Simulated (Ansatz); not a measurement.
This script makes an all-electron equation of state of WC, space group Fm-3m with Ansatz's Python interface.

Script `eos_lapw_wc.py`:
```python
"""E(V) of WC on LAPW."""

import ansatz as az
from ase.eos import EquationOfState
from ase.units import GPa
import numpy as np

VECTORS = np.array([
    [0.0, 2.192684, 2.192684],
    [2.192684, 0.0, 2.192684],
    [2.192684, 2.192684, 0.0],
])
SITES = [
    ("W", (0.0, 0.0, 0.0)),
    ("C", (0.5, 0.5, 0.5)),
]


def build(cell):
    crystal = az.Crystal(lattice=az.Lattice.of(cell))
    for symbol, position in SITES:
        crystal = crystal.atom(symbol, position)
    return crystal

volumes, energies = [], []
for scale in np.linspace(0.94, 1.06, 5):
    cell = VECTORS * scale ** (1 / 3)
    calc = (
        build(cell).calculation()
        .functional("pbesol")
        .occupations("fermi_dirac", width=0.05)
        .mixing("broyden", ndim=8, beta=0.6)
        .scf(max_iterations=150)
        .kpoints(11, 11, 11)
        .pseudopotentials("all_electron", lapw=True)
    )
    data = calc.run(threads=1, backend="cpu").report
    volumes.append(abs(np.linalg.det(cell)) / len(SITES))
    energies.append(data["free_energy_ev"] / len(SITES))
    print(f"{scale:.3f} {volumes[-1]:9.4f} A^3/atom {energies[-1]:16.5f} eV/atom  (estimated basis error {1000 * data['lapw_basis_errors']['total_ev_per_atom']:.2f} meV/atom)")
v0, e0, bulk = EquationOfState(volumes, energies, eos="birchmurnaghan").fit()
print(f"V0 = {v0:.4f} A^3/atom, B0 = {bulk / GPa:.1f} GPa")
```

Where does the minimum lie against the volume typed, and how stiff is the crystal?

A third-order Birch-Murnaghan fit through the 5 points has its minimum at 10.26 Å³ an atom, 2.7 % below the typed cell, with a bulk modulus of 388 GPa and dB/dP = 4.3. From that minimum the energy rises by 15.4 meV an atom on the compressed side and 84.9 meV on the expanded side.

What the script printed:

```console
$ python eos_lapw_wc.py
0.940    9.9096 A^3/atom    -220053.06748 eV/atom  (estimated basis error 0.09 meV/atom)
0.970   10.2259 A^3/atom    -220053.08276 eV/atom  (estimated basis error 0.09 meV/atom)
1.000   10.5421 A^3/atom    -220053.07395 eV/atom  (estimated basis error 0.09 meV/atom)
1.030   10.8584 A^3/atom    -220053.04468 eV/atom  (estimated basis error 0.09 meV/atom)
1.060   11.1747 A^3/atom    -220052.99804 eV/atom  (estimated basis error 0.09 meV/atom)
V0 = 10.2602 A^3/atom, B0 = 388.5 GPa
```

Reading the output:
- The settings weren't tested for convergence.
- For a metal this k-point mesh is coarse: on a finer one energies can move by several to tens of meV an atom and pressures by half a GPa or more, differences at one mesh by less.
- Spin-orbit coupling, which matters for elements this heavy, is left out.
- The structure comes from a database of computed cells and needn't be a stable or known phase.
- Timing: 100 s on 1 thread of Arm Neoverse V1, with other jobs on the host, peak memory 0.49 GiB.
